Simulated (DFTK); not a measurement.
# HPbNO4 (P1) in DFTK: a series of runs

The runs below take HPbNO4 through single point, with PBE.

Program: DFTK 0.8.2. These are calculated values, not measurements. Logs are shortened: lines on timing, memory, paths and dates and some standing lists are left out, and cuts for length are marked.

## (1) Starting point

The typed cell holds 14 atoms: a = 4.120 Å, b = 6.427 Å, c = 8.387 Å, α = 67.04°, β = 89.96°, γ = 89.98°.

The cell was built by a generator and needn't be a form met in nature.

## (2) Single point, PBE

run.jl

```julia
using DFTK
using PseudoPotentialData
using Unitful, UnitfulAtomic
using LinearAlgebra, Printf
include("save.jl")
setup_threading()

# lattice vectors are the columns
lattice = austrip(1u"Å") * [        4.1204        0.00404        0.02791;
                 -0.00081        6.42722        3.20707;
                  -0.0112         0.0536        7.74994]
symbols   = [:H, :H, :Pb, :Pb, :N, :N, :O, :O, :O, :O, :O, :O, :O, :O]
positions = [[0.90366, 0.21821, 0.48851],
             [0.40337, 0.78177, 0.51142],
             [0.39455, 0.30863, 0.70725],
             [0.89489, 0.69135, 0.29266],
             [0.63409, 0.1999, 0.2073],
             [0.13386, 0.80012, 0.79275],
             [0.90829, 0.32866, 0.54369],
             [0.53792, 0.39076, 0.19497],
             [0.53483, 0.11279, 0.10602],
             [0.83718, 0.08887, 0.32672],
             [0.40817, 0.67132, 0.45624],
             [0.03774, 0.60924, 0.8052],
             [0.03429, 0.88737, 0.89397],
             [0.33716, 0.91101, 0.6733]]
pseudopotentials = Dict(:H => "H.upf", :N => "N.upf", :O => "O.upf", :Pb => "Pb.upf")
elements = Dict(s => ElementPsp(s, pseudopotentials; rcut=10.0) for s in unique(symbols))
atoms    = [elements[s] for s in symbols]

build_model(lattice, positions; symmetries=true) =
    model_DFT(lattice, atoms, positions;
              functionals=PBE(),
              temperature=austrip(0.05u"eV"),
              smearing=Smearing.FermiDirac(),
              symmetries)
Ecut  = 46.0  # hartree
kgrid = [4, 3, 2]
tol   = 1e-6
to_GPa = ustrip(uconvert(u"GPa", 1u"hartree/bohr^3"))

model = build_model(lattice, positions)
basis = PlaneWaveBasis(model; Ecut, kgrid)
display(basis)
scfres = self_consistent_field(basis;
                               tol,
                               nbandsalg=AdaptiveBands(model; n_bands_converge=55))
display(scfres.energies)
@printf "Fermi level: %.6f eV\n" ustrip(auconvert(u"eV", something(scfres.εF, NaN)))
forces = compute_forces_cart(scfres)
println("Forces (eV/Å)")
for (s, f) in zip(symbols, forces)
    @printf "%-3s %12.6f %12.6f %12.6f\n" s ustrip.(auconvert.(u"eV/Å", f))...
end
stress = compute_stresses_cart(scfres)
println("Stress (GPa)")
display(round.(stress * to_GPa; digits=4))
println("Levels at the first k-point (eV): ", round.(ustrip.(auconvert.(u"eV", scfres.eigenvalues[1][1:scfres.n_bands_converge])); digits=4))
save_scf!(scfres; forces, stress)
```

Potentials or basis: in-house norm-conserving set (PBE, scalar relativistic).

On the command line:

```
$ julia --threads=4 run.jl  # save.jl only writes the numbers to a file and isn't shown; printed stress counts tension as positive; times include loading and compiling
```

Log:

```text
[... set-up lines left out ...]
n     Energy            log10(ΔE)   log10(Δρ)   Diag   Δtime
---   ---------------   ---------   ---------   ----   ------
  1   -324.0123501260                   -0.10   17.2    55.4s
  2   -324.5823606840       -0.24       -0.44    5.3    28.7s
  3   -324.6710673254       -1.05       -0.83    7.0    30.8s
  4   -324.6861416783       -1.82       -1.45    3.2    23.5s
  5   -324.6867566370       -3.21       -1.92    2.3    15.2s
  6   -324.6869911970       -3.63       -2.48   10.1    25.2s
  7   -324.6870291801       -4.42       -2.76   11.5    29.4s
  8   -324.6870322063       -5.52       -3.07   10.0    21.8s
  9   -324.6870336618       -5.84       -3.37    9.1    22.2s
 10   -324.6870340769       -6.38       -4.08    9.7    23.9s
 11   -324.6870341080       -7.51       -4.37   15.4    33.7s
 12   -324.6870341094       -8.84       -4.78   10.5    22.1s
 13   -324.6870341100       -9.23       -5.43   11.2    25.6s
 14   -324.6870341101      -10.36       -5.67   13.8    30.7s
 15   -324.6870341101      -11.59       -6.24    7.4    17.9s
Energy breakdown (in Ha):
    Kinetic             179.8568396
    AtomicLocal         -284.0028103
    AtomicNonlocal      -46.9097418
    Ewald               -166.4816494
    PspCorrection       8.4152732
    Hartree             95.1119279
    Xc                  -110.6768732
    Entropy             -0.0000000

    total               -324.687034110070
Fermi level: 1.992652 eV
Forces (eV/Å)
H      -0.000391     0.024171     0.009708
H       0.000054    -0.023886    -0.009275
Pb      0.003080     0.002243    -0.001317
Pb      0.002826    -0.001977     0.001643
N      -0.020047     0.013644    -0.018526
N      -0.022472    -0.015404     0.020651
O      -0.002425    -0.037626    -0.015127
O       0.005825    -0.001409     0.005611
O       0.003772    -0.007317     0.002400
O       0.010363     0.000802     0.015625
O      -0.002269     0.037034     0.014380
O       0.006525     0.002727    -0.006005
O       0.004549     0.007208    -0.002824
O       0.011052    -0.000207    -0.016980
Stress (GPa)
3×3 StaticArraysCore.SMatrix{3, 3, Float64, 9} with indices SOneTo(3)×SOneTo(3):
 0.0632  0.0011  0.0028
 0.0011  0.0635  0.0206
 0.0028  0.0206  0.0495
Levels at the first k-point (eV): [-25.1845, -25.171, -19.8407, -19.8308, -19.5374, -19.4918, -17.6706, -17.4296, -14.7803, -14.7699, -14.7622, -14.7521, -14.7356, -14.7273, -14.7244, -14.7165, -14.6705, -14.462, -9.3025, -9.1028, -7.4275, -7.098, -7.0227, -7.0077, -6.7469, -6.6922, -5.9701, -5.8355, -4.187, -3.208, -2.7243, -2.2696, -1.9374, -1.5925, -1.49, -1.4445, -1.384, -1.2785, -1.2652, -1.0984, -0.9502, 0.0484, 0.1323, 0.1711, 3.7097, 3.876, 4.9033, 5.0939, 6.2105, 6.4234, 6.5867, 7.2172, 7.4942, 8.8349, 9.2233]
```

It took 15 min on 4 threads of Intel Xeon 6975P-C (Granite Rapids), shared host; peak memory 11 GiB.

What came out:

```yaml
Free_energy: -8835.1843 eV
Pressure: -0.1 GPa
Largest_force: 0.041 eV/Å
Band_gap_on_the_k_mesh: 3.31 eV, indirect (least direct gap 3.41 eV)
```

Forces on the atoms (eV/Å):
```
H    0.000  0.024  0.010
H    0.000 -0.024 -0.009
Pb   0.003  0.002 -0.001
Pb   0.003 -0.002  0.002
N   -0.020  0.014 -0.019
N   -0.022 -0.015  0.021
O   -0.002 -0.038 -0.015
O    0.006 -0.001  0.006
O    0.004 -0.007  0.002
O    0.010  0.001  0.016
O   -0.002  0.037  0.014
O    0.007  0.003 -0.006
O    0.005  0.007 -0.003
O    0.011  0.000 -0.017
```

Caveat: spin-orbit coupling is left out, which as a rule narrows the gap of such compounds by several tenths of an eV; an odd mesh through Γ misses points on the zone boundary, where band edges often lie.

## (3) Single point, PBE

Edit run.jl of step 2 so:

```diff
@@ -26,4 +26,4 @@
              [0.33716, 0.91101, 0.6733]]
-pseudopotentials = Dict(:H => "H.upf", :N => "N.upf", :O => "O.upf", :Pb => "Pb.upf")
-elements = Dict(s => ElementPsp(s, pseudopotentials; rcut=10.0) for s in unique(symbols))
+pseudopotentials = PseudoFamily("dojo.nc.sr.pbe.v0_4_1.standard.upf")
+elements = Dict(s => ElementPsp(s, pseudopotentials) for s in unique(symbols))
 atoms    = [elements[s] for s in symbols]
@@ -33,7 +33,7 @@
               functionals=PBE(),
-              temperature=austrip(0.05u"eV"),
+              temperature=austrip(0.1u"eV"),
               smearing=Smearing.FermiDirac(),
               symmetries)
-Ecut  = 46.0  # hartree
-kgrid = [4, 3, 2]
+Ecut  = 42.0  # hartree
+kgrid = [4, 2, 2]
 tol   = 1e-6
```

Potentials or basis: dojo.nc.sr.pbe.v0_4_1.standard.upf (PBE).

On the command line:

```
$ julia --threads=4 run.jl  # save.jl only writes the numbers to a file and isn't shown; printed stress counts tension as positive; times include loading and compiling
```

Wall time 17 min (4 threads of AMD EPYC 7R43 (Zen 3), shared host); peak memory 6.4 GiB.

It converged, with:

| Item | Value |
| --- | --- |
| Free energy | -8020.1572 eV |
| Pressure | 0.0 GPa |
| Largest force | 0.194 eV/Å |
| Band gap on the k mesh | 3.29 eV, indirect (least direct gap 3.37 eV) |

Forces in eV/Å, atoms in the order of the input:
```
H    0.002  0.140  0.067
H    0.002 -0.140 -0.067
Pb   0.015 -0.004  0.028
Pb   0.015  0.004 -0.028
N   -0.013  0.014 -0.013
N   -0.015 -0.016  0.015
O   -0.017 -0.177 -0.076
O   -0.001  0.025  0.004
O   -0.004 -0.028 -0.016
O    0.020  0.002  0.026
O   -0.016  0.177  0.075
O    0.000 -0.024 -0.004
O   -0.003  0.028  0.016
O    0.021 -0.001 -0.028
```

Stress tensor (GPa, compression positive):
```
 0.06  0.00  0.00
 0.00 -0.12 -0.13
 0.00 -0.13 -0.01
```

Levels at points of the mesh, in eV from the valence-band top:
```
              k point  band 41  band 42  band 43  band 44  band 45  band 46  band 47  band 48
   (0.00, 0.00, 0.00)    -1.28    -0.30    -0.22    -0.16     3.35     3.52     4.55     4.74
  (-0.50, 0.00, 0.00)    -0.73    -0.73    -0.19    -0.19     3.31     3.31     4.63     4.63
  (0.00, -0.50, 0.00)    -1.19    -0.42    -0.35    -0.17     3.46     3.59     4.34     4.53
 (-0.50, -0.50, 0.00)    -0.71    -0.71    -0.12    -0.12     3.29     3.29     4.62     4.62
  (0.00, 0.00, -0.50)    -1.25    -0.44    -0.31    -0.04     3.50     3.53     4.51     4.57
 (-0.50, 0.00, -0.50)    -0.70    -0.70    -0.13    -0.13     3.34     3.35     4.56     4.56
 (0.00, -0.50, -0.50)    -1.14    -0.60    -0.31     0.00     3.60     3.60     3.92     4.44
(-0.50, -0.50, -0.50)    -0.76    -0.76    -0.08    -0.08     3.29     3.29     4.60     4.60
```

Caveat: the k mesh is coarse (spacing up to 0.53 Å⁻¹), so the values aren't converged; spin-orbit coupling is left out, which as a rule narrows the gap of such compounds by several tenths of an eV. A hybrid or GW would open this gap; PBE tends to underestimate it.

## (4) Single point, PBE

Edit run.jl of step 3 so:

```diff
@@ -34,3 +34,3 @@
               temperature=austrip(0.1u"eV"),
-              smearing=Smearing.FermiDirac(),
+              smearing=Smearing.Gaussian(),
               symmetries)
```

Potentials or basis: dojo.nc.sr.pbe.v0_4_1.standard.upf (PBE).

On the command line:

```
$ julia --threads=4 run.jl  # save.jl only writes the numbers to a file and isn't shown; printed stress counts tension as positive; times include loading and compiling
```

Log:

```text
PlaneWaveBasis discretization:

    Ecut                 : 42.0 Ha
    fft_size             : (48, 75, 96), 345600 total points
    kgrid                : MonkhorstPack([4, 2, 2])
    num.   red. kpoints  : 16
    num. irred. kpoints  : 16

    Discretized Model(gga_x_pbe+gga_c_pbe, 3D):
        lattice (in Bohr)    : [7.78643   , 0.00763449, 0.0527423 ]
                               [-0.00153068, 12.1457   , 6.06048   ]
                               [-0.0211649, 0.101289  , 14.6453   ]
        unit cell volume     : 1380.3 Bohr³

        atoms                : H₂N₂O₈Pb₂
        pseudopot. family    : PseudoFamily("dojo.nc.sr.pbe.v0_4_1.standard.upf")

        num. electrons       : 88
        spin polarization    : none
        temperature          : 0.0036749 Ha
        smearing             : DFTK.Smearing.Gaussian()

        terms                : Kinetic()
                               AtomicLocal()
                               AtomicNonlocal()
                               Ewald(nothing)
                               PspCorrection()
                               Hartree()
                               Xc(gga_x_pbe, gga_c_pbe)
                               Entropy()
n     Energy            log10(ΔE)   log10(Δρ)   Diag   Δtime
---   ---------------   ---------   ---------   ----   ------
  1   -294.1147374280                   -0.13    7.8    53.2s
  2   -294.6578216031       -0.27       -0.48    3.8    33.6s
  3   -294.7244044651       -1.18       -0.88    4.2    32.1s
  4   -294.7346460653       -1.99       -1.50    2.0    20.2s
  5   -294.7350929070       -3.35       -1.95    1.0    16.2s
  6   -294.7352920214       -3.70       -2.40    3.4    20.2s
  7   -294.7353344902       -4.37       -2.81    4.4    23.9s
  8   -294.7353406535       -5.21       -3.06    3.9    22.8s
  9   -294.7353417198       -5.97       -3.37    4.3    20.8s
 10   -294.7353421066       -6.41       -3.85    2.8    21.9s
 11   -294.7353421641       -7.24       -4.49    4.8    23.4s
 12   -294.7353421679       -8.42       -4.82    4.6    28.3s
 13   -294.7353421681       -9.74       -5.20    2.2    18.9s
 14   -294.7353421681      -10.43       -5.56    3.6    24.4s
 15   -294.7353421681      -11.42       -5.85    2.3    20.6s
 16   -294.7353421681      -11.99       -6.36    3.1    19.9s
Energy breakdown (in Ha):
    Kinetic             172.2811934
    AtomicLocal         -273.0610712
    AtomicNonlocal      -51.2578083
    Ewald               -166.4816494
    PspCorrection       9.5469193
    Hartree             94.1818346
    Xc                  -79.9447606
    Entropy             -0.0000000

    total               -294.735342168120
Fermi level: 1.647846 eV
Forces (eV/Å)
H       0.001514     0.140436     0.067461
H       0.001533    -0.140166    -0.067044
Pb      0.015053    -0.004094     0.028060
Pb      0.014631     0.004329    -0.027800
N      -0.013009     0.013954    -0.012527
N      -0.015445    -0.015716     0.014605
O      -0.016705    -0.177441    -0.076068
O      -0.000694     0.024957     0.003663
O      -0.004303    -0.027743    -0.016384
O       0.019985     0.001619     0.026370
O      -0.016118     0.176890     0.075378
O       0.000024    -0.023652    -0.004000
O      -0.003491     0.027694     0.016035
O       0.020601    -0.001041    -0.027788
Stress (GPa)
3×3 StaticArraysCore.SMatrix{3, 3, Float64, 9} with indices SOneTo(3)×SOneTo(3):
 -0.0629  0.0015  0.003
  0.0015  0.1238  0.1333
  0.003   0.1333  0.0075
Levels at the first k-point (eV): [-25.5126, -25.4992, -20.1691, -20.1593, -19.8614, -19.8162, -17.9701, -17.7273, -15.0779, -15.066, -15.0582, -15.0465, -15.0306, -15.0222, -15.0201, -15.0097, -14.963, -14.7532, -9.647, -9.4481, -7.7817, -7.4487, -7.3835, -7.361, -7.1153, -7.0582, -6.3216, -6.1833, -4.5205, -3.5388, -3.048, -2.5926, -2.2633, -1.9145, -1.8203, -1.7714, -1.7133, -1.6086, -1.595, -1.4233, -1.2751, -0.2955, -0.2121, -0.1554, 3.3582, 3.5233, 4.5569, 4.7429, 5.859, 6.0711, 6.2564, 6.8831, 7.1393, 8.5312, 8.9012]
```

It took 16 min on 4 threads of AMD EPYC 7R43 (Zen 3), shared host; peak memory 6 GiB.

Results:

```
Free energy            : -8020.1572 eV
Pressure               : 0.0 GPa
Largest force          : 0.194 eV/Å
Band gap on the k mesh : 3.29 eV, indirect (least direct gap 3.37 eV)
```

Forces in eV/Å, atoms in the order of the input:
```
H    0.002  0.140  0.067
H    0.002 -0.140 -0.067
Pb   0.015 -0.004  0.028
Pb   0.015  0.004 -0.028
N   -0.013  0.014 -0.013
N   -0.015 -0.016  0.015
O   -0.017 -0.177 -0.076
O   -0.001  0.025  0.004
O   -0.004 -0.028 -0.016
O    0.020  0.002  0.026
O   -0.016  0.177  0.075
O    0.000 -0.024 -0.004
O   -0.003  0.028  0.016
O    0.021 -0.001 -0.028
```

Stress tensor (GPa, compression positive):
```
 0.06  0.00  0.00
 0.00 -0.12 -0.13
 0.00 -0.13 -0.01
```

Levels at points of the mesh, in eV from the valence-band top:
| k point | band 42 | band 43 | band 44 | band 45 | band 46 | band 47 |
| --- | --- | --- | --- | --- | --- | --- |
| (0.00, 0.00, 0.00) | -0.30 | -0.22 | -0.16 | 3.35 | 3.52 | 4.55 |
| (-0.50, 0.00, 0.00) | -0.73 | -0.19 | -0.19 | 3.31 | 3.31 | 4.63 |
| (0.00, -0.50, 0.00) | -0.42 | -0.35 | -0.17 | 3.46 | 3.59 | 4.34 |
| (-0.50, -0.50, 0.00) | -0.71 | -0.12 | -0.12 | 3.29 | 3.29 | 4.62 |
| (0.00, 0.00, -0.50) | -0.44 | -0.31 | -0.04 | 3.50 | 3.53 | 4.51 |
| (-0.50, 0.00, -0.50) | -0.70 | -0.13 | -0.13 | 3.34 | 3.35 | 4.56 |
| (0.00, -0.50, -0.50) | -0.60 | -0.31 | 0.00 | 3.60 | 3.60 | 3.92 |
| (-0.50, -0.50, -0.50) | -0.76 | -0.08 | -0.08 | 3.29 | 3.29 | 4.60 |

Caveat: the k mesh is coarse (spacing up to 0.53 Å⁻¹), so the values aren't converged; spin-orbit coupling is left out, which as a rule narrows the gap of such compounds by several tenths of an eV. PBE gaps usually lie below the measured ones, often by a third to a half.

## (5) Single point, PBE

Edit run.jl of step 4 so:

```diff
@@ -34,3 +34,3 @@
               temperature=austrip(0.1u"eV"),
-              smearing=Smearing.Gaussian(),
+              smearing=Smearing.MarzariVanderbilt(),
               symmetries)
```

On the command line:

```
$ julia --threads=4 run.jl  # save.jl only writes the numbers to a file and isn't shown; printed stress counts tension as positive; times include loading and compiling
```

Run time: 16 min. Hardware: 4 threads of AMD EPYC 7R43 (Zen 3), shared host; peak memory 6.1 GiB.

It converged, with:

| Property | Result |
| --- | --- |
| Free energy | -8020.1572 eV |
| Pressure | 0.0 GPa |
| Largest force | 0.194 eV/Å |
| Band gap on the k mesh | 3.29 eV, indirect (least direct gap 3.37 eV) |

Forces in eV/Å, atoms in the order of the input:
```
H    0.002  0.140  0.067
H    0.002 -0.140 -0.067
Pb   0.015 -0.004  0.028
Pb   0.015  0.004 -0.028
N   -0.013  0.014 -0.013
N   -0.015 -0.016  0.015
O   -0.017 -0.177 -0.076
O   -0.001  0.025  0.004
O   -0.004 -0.028 -0.016
O    0.020  0.002  0.026
O   -0.016  0.177  0.075
O    0.000 -0.024 -0.004
O   -0.003  0.028  0.016
O    0.021 -0.001 -0.028
```

Stress tensor (GPa, compression positive):
```
 0.06  0.00  0.00
 0.00 -0.12 -0.13
 0.00 -0.13 -0.01
```

Levels at points of the mesh, in eV from the valence-band top:
```
              k point  band 42  band 43  band 44  band 45  band 46  band 47
   (0.00, 0.00, 0.00)    -0.30    -0.22    -0.16     3.35     3.52     4.55
  (-0.50, 0.00, 0.00)    -0.73    -0.19    -0.19     3.31     3.31     4.63
  (0.00, -0.50, 0.00)    -0.42    -0.35    -0.17     3.46     3.59     4.34
 (-0.50, -0.50, 0.00)    -0.71    -0.12    -0.12     3.29     3.29     4.62
  (0.00, 0.00, -0.50)    -0.44    -0.31    -0.04     3.50     3.53     4.51
 (-0.50, 0.00, -0.50)    -0.70    -0.13    -0.13     3.34     3.35     4.56
 (0.00, -0.50, -0.50)    -0.60    -0.31     0.00     3.60     3.60     3.92
(-0.50, -0.50, -0.50)    -0.76    -0.08    -0.08     3.29     3.29     4.60
```

Caveat: the k mesh is coarse (spacing up to 0.53 Å⁻¹), so the values aren't converged; spin-orbit coupling is left out, which as a rule narrows the gap of such compounds by several tenths of an eV. As with any semilocal functional, this PBE gap is likely too small.

(Continued in part 2 of 2.)
